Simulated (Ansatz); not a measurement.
# F2H3NSi + SiH4O + HF: a complex and its separated parts

Aim: how far the complex at one end of a reaction step lies below its separated, relaxed parts, level by level.

Program: Ansatz 0.2.0, Gaussian basis. Level of theory: PBE0-D4/def2-TZVP structures, single points in def2-TZVPP, no counterpoise correction. These are calculated values, not measurements.

Levels: SPW92, PBE-D4, BLYP-D4, r2SCAN-D4, B97M-V, PBE0-D4, B3LYP-D4, r2SCAN0-D4, BHLYP-D4, CAM-B3LYP-D4, wB97X-V, wB97M-V, B2PLYP, PBE-QIDH, RPA on PBE, Hartree-Fock, MP2, CCSD, CCSD(T).

Cores are frozen in the correlated methods. B3LYP uses VWN-RPA correlation. B2PLYP carries no dispersion term here.

113 further runs of the same task are left out: 113 set aside as unsound or not needed.

## (1) The system as given

The complex: 15 atoms, charge 0, spin multiplicity 1.

Atoms are counted from 1 here; the program's logs count them from 0.

Bond lengths: Si1–F4 1.583 Å, Si1–F5 1.591 Å, Si1–H6 1.462 Å, Si1–N8 1.733 Å, O2–Si3 1.654 Å, O2–H9 0.970 Å, Si3–H11 1.480 Å, Si3–H12 1.487 Å, Si3–H13 1.487 Å, H7–F10 0.972 Å, N8–H14 1.013 Å, N8–H15 1.012 Å. Angles: F4–Si1–F5 106.8°, F4–Si1–H6 110.6°, F4–Si1–N8 112.0°, F5–Si1–H6 107.1°, F5–Si1–N8 104.1°, H6–Si1–N8 115.5°, Si3–O2–H9 119.0°, O2–Si3–H11 106.2°, O2–Si3–H12 111.2°, O2–Si3–H13 110.6°, H11–Si3–H12 109.8°, H11–Si3–H13 110.4°, H12–Si3–H13 108.7°, Si1–N8–H14 113.9°, Si1–N8–H15 114.4°, H14–N8–H15 110.0°.

Coordinates:

```xyz
15
F3H8NOSi2
Si   -0.6833    0.0916    1.5962
O     0.5394   -0.2878   -0.8997
Si    0.9066   -1.7714   -1.5312
F     0.4781   -0.9102    1.9867
F    -1.4553    0.4478    2.9407
H    -1.6462   -0.5573    0.7075
H    -0.7844    1.9026   -0.3967
N    -0.0694    1.6154    1.0453
H    -0.0289    0.3121   -1.4079
F    -1.0630    1.8582   -1.3270
H     1.9982   -2.3181   -0.6944
H    -0.2687   -2.6811   -1.4830
H     1.3522   -1.6428   -2.9437
H     0.8789    1.5727    0.6905
H    -0.1541    2.3683    1.7166
```

Its parts: F2H3NSi holds atoms 1, 4, 5, 6, 8, 14, 15; SiH4O holds atoms 2, 3, 9, 11, 12, 13; HF holds atoms 7, 10. Each part counts its atoms afresh in its own runs.

## (2) Relaxing F2H3NSi alone

The input, relax-a/in.yaml:

```yaml
crystal:
  periodic: [false, false, false]
  atoms:
    - {symbol: Si, position_ang: [-0.683260, 0.091551, 1.596243]}
    - {symbol: F, position_ang: [0.478079, -0.910209, 1.986704]}
    - {symbol: F, position_ang: [-1.455329, 0.447806, 2.940700]}
    - {symbol: H, position_ang: [-1.646183, -0.557253, 0.707544]}
    - {symbol: N, position_ang: [-0.069355, 1.615443, 1.045280]}
    - {symbol: H, position_ang: [0.878867, 1.572675, 0.690451]}
    - {symbol: H, position_ang: [-0.154128, 2.368345, 1.716584]}
basis:
  gaussian: {orbitals: def2-TZVP}
hamiltonian: {xc: pbe0, dispersion: d4}
relax: {f_tol: 0.005, max_steps: 200}
```

Launch:

```
$ ansatz run in.yaml --threads 4 --pin off --events-out ev --progress --plain --max-ram 66560MiB --backend cpu
```

The runs that follow: Relaxing SiH4O alone; Relaxing HF alone; SPW92/def2-TZVPP; PBE-D4/def2-TZVPP; BLYP-D4/def2-TZVPP; r2SCAN-D4/def2-TZVPP; B97M-V/def2-TZVPP; PBE0-D4/def2-TZVPP; B3LYP-D4/def2-TZVPP; r2SCAN0-D4/def2-TZVPP; BHLYP-D4/def2-TZVPP; CAM-B3LYP-D4/def2-TZVPP; wB97X-V/def2-TZVPP; wB97M-V/def2-TZVPP; B2PLYP/def2-TZVPP; PBE-QIDH/def2-TZVPP; RPA on PBE/def2-TZVPP; CCSD(T)/def2-TZVPP; CCSD(T)/def2-QZVPP; Vibrations of F2H3NSi; Vibrations of SiH4O; Vibrations of HF.

Before running it: what results should come out? Wanted: complex less parts, CCSD(T)/def2-TZVPP; with zero-point energy; largest T1 diagnostic.

The runs gave:

| quantity | value |
| --- | --- |
| complex less parts, CCSD(T)/def2-TZVPP | -17.0 kcal/mol |
| with zero-point energy | -12.8 kcal/mol |
| largest T1 diagnostic | 0.011 |

At CCSD(T) the complex lies 17.0 kcal/mol below its parts. Among the functionals PBE-QIDH lands nearest to CCSD(T) (+0.3 kcal/mol) and SPW92 farthest (-13.2 kcal/mol). Mean unsigned error by rung: LDA 13.2, GGA 3.8, meta-GGA 2.3, hybrid 2.2, range-separated hybrid 2.2, double hybrid 0.9 kcal/mol. PBE-D4 gives a relative energy 4.2 kcal/mol too low, outside chemical accuracy (1 kcal/mol). No counterpoise was applied, and triple zeta lacks some correlation, so the CCSD(T) reference has a basis error of its own, and close matches with it are partly luck.
